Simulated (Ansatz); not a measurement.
# In2GeS2: the cost of one run

Program: Ansatz 0.2.0. Level of theory: DFT PBE, scalar-relativistic, plane waves, PAW. These are calculated values, not measurements.

1 further run of the same task is left out (it didn't finish).

## Step 1: Starting point

Symmetry: P-3m1, No. 164, trigonal system. Conventional cell: a = 3.746 Å, b = 3.746 Å, c = 10.156 Å, α = 90.00°, β = 90.00°, γ = 120.00°. Around In (site symmetry 3m) lie 3 S at 2.73 Å. Ge (site symmetry -3m) has 6 S at 2.52 Å as nearest neighbours. S (site symmetry 3m) is surrounded by 3 Ge at 2.52 Å and 3 In at 2.73 Å.

As a file:

```xyz
5
Lattice="3.7457 0.0000 0.0000 -1.8728 3.2438 0.0000 0.0000 0.0000 10.1555" Properties=species:S:1:pos:R:3 pbc="T T T"
In    1.8728    1.0813    2.9626
In    0.0000    2.1626    7.1929
Ge    0.0000    0.0000    0.0000
S     1.8728    1.0813    8.8619
S     0.0000    2.1626    1.2937
```

The cell is invented: species swapped into a database cell of Na2HfN2 (P-3m1, No. 164), with In on the Na sites, Ge on the Hf sites and S on the N sites. Lengths come from tabulated atomic sizes and are only a guess.

## Step 2: A first look at the guess

input.yaml

```yaml
crystal:
  lattice:
    - [3.74566543, 0.0, 0.0]
    - [-1.87283271, 3.24384141, 0.0]
    - [0.0, 0.0, 10.15551412]
  atoms:
    - { symbol: In, position: [0.66666667, 0.33333333, 0.291724] }
    - { symbol: In, position: [0.33333333, 0.66666667, 0.708276] }
    - { symbol: Ge, position: [0.0, 0.0, 0.0] }
    - { symbol: S, position: [0.66666667, 0.33333333, 0.87261599] }
    - { symbol: S, position: [0.33333333, 0.66666667, 0.12738401] }
basis:
  ecutwfc: 420
kpoints:
  mp_grid: { grid: [6, 6, 2] }
hamiltonian:
  xc: pbe
scf:
  occupations: { method: gaussian, width: 0.1 }
  lower_state_search: "off"
output:
  forces: true
  stress: true
  eigenvalues: true
```

On the command line:

```bash
$ ansatz run input.yaml --threads 1 --pin off --max-ram 2560MiB --backend cpu --events-out ev --progress --plain --runs-dir out
```

**Question.** How long does this run take on 1 thread of Intel Xeon 6975P-C (Granite Rapids), shared host, and how much memory does it need?

About 1.8 s, with a peak of 0.41 GiB.
